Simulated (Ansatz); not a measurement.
Task: a rigid scan of one bond length of CH5MgNS, SMILES C[S][Mg][NH2], with Ansatz 0.2.0, Python API. Give the script and its output. Level of theory (for the species named): r2SCAN, cc-pVDZ basis, multiplicity 1.

`ch5mgns.xyz`
```text
9

C     0.45010    1.17980   -1.54140
S     1.86300    0.43990   -0.82540
Mg    0.48250   -0.74560    0.80160
N    -0.56740   -1.75260    2.21280
H    -0.28450    0.43330   -1.94800
H    -0.11630    1.84630   -0.78270
H     0.73790    1.88280   -2.38880
H    -1.29980   -2.30800    1.67160
H    -1.17700   -1.02210    2.78320
```

`scan.py`
```python
# -*- coding: utf-8 -*-
"""Stretching a bond of CH5MgNS, the rest held rigid."""

import ansatz as az
import numpy as np

config = {
    "basis": "cc-pVDZ",
    "functional": "r2SCAN",
}

system = az.Crystal.molecule_from_extxyz("ch5mgns.xyz")

symbols = [site.symbol for site in system.cartesian_sites]
start = np.array([site.position_ang for site in system.cartesian_sites])
axis = (start[6] - start[0]) / np.linalg.norm(start[6] - start[0])
moving = [6]
lengths, energies = [0.97, 1.05, 1.14, 1.25, 1.42, 1.71, 2.05, 2.5], []
for length in lengths:
    xyz = start.copy()
    xyz[moving] += (length - np.linalg.norm(start[6] - start[0])) * axis
    point = az.Crystal.molecule()
    for symbol, place in zip(symbols, xyz):
        point = point.atom(symbol, place.tolist())
    model = (
        point.calculation()
        .basis(gaussian=config["basis"])
        .functional(config["functional"])
    )
    summary = model.run(threads=1, backend="cpu").report
    energies.append(summary["free_energy_ev"])
    print(f"r = {length:6.3f} A  E = {energies[-1]:.5f} eV  <S^2> = {abs(summary['mean_field']['state']['spin_squared']):.3f}")

print("energy above the lowest point (eV):", [round(e - min(energies), 3) for e in energies])
```

```console
$ python scan.py
r =  0.970 A  E = -18885.92076 eV  <S^2> = 0.000
r =  1.050 A  E = -18886.24543 eV  <S^2> = 0.000
r =  1.140 A  E = -18886.27307 eV  <S^2> = 0.000
r =  1.250 A  E = -18886.02546 eV  <S^2> = 0.000
r =  1.420 A  E = -18885.36698 eV  <S^2> = 0.000
r =  1.710 A  E = -18884.11490 eV  <S^2> = 0.000
r =  2.050 A  E = -18882.89426 eV  <S^2> = 0.000
r =  2.500 A  E = -18881.77739 eV  <S^2> = 0.000
energy above the lowest point (eV): [0.352, 0.028, 0.0, 0.248, 0.906, 2.158, 3.379, 4.496]
```

Caveats:
- These settings explore the input space; basis and method may be short of convergence.
- The rest of the molecule is held rigid at a force-field or estimated start geometry, and the basis set is modest; single-reference methods fail as a bond breaks.
- The orbitals are restricted, so S² is zero by construction.
- Toward dissociation an unrestricted state can lie under the restricted one, by tenths of an eV for polar bonds under a functional and by 1 to 2 eV or more for others.
- Run time: 40 s on 1 thread of Arm Neoverse V2, with other jobs on the host, peak memory 0.22 GiB.
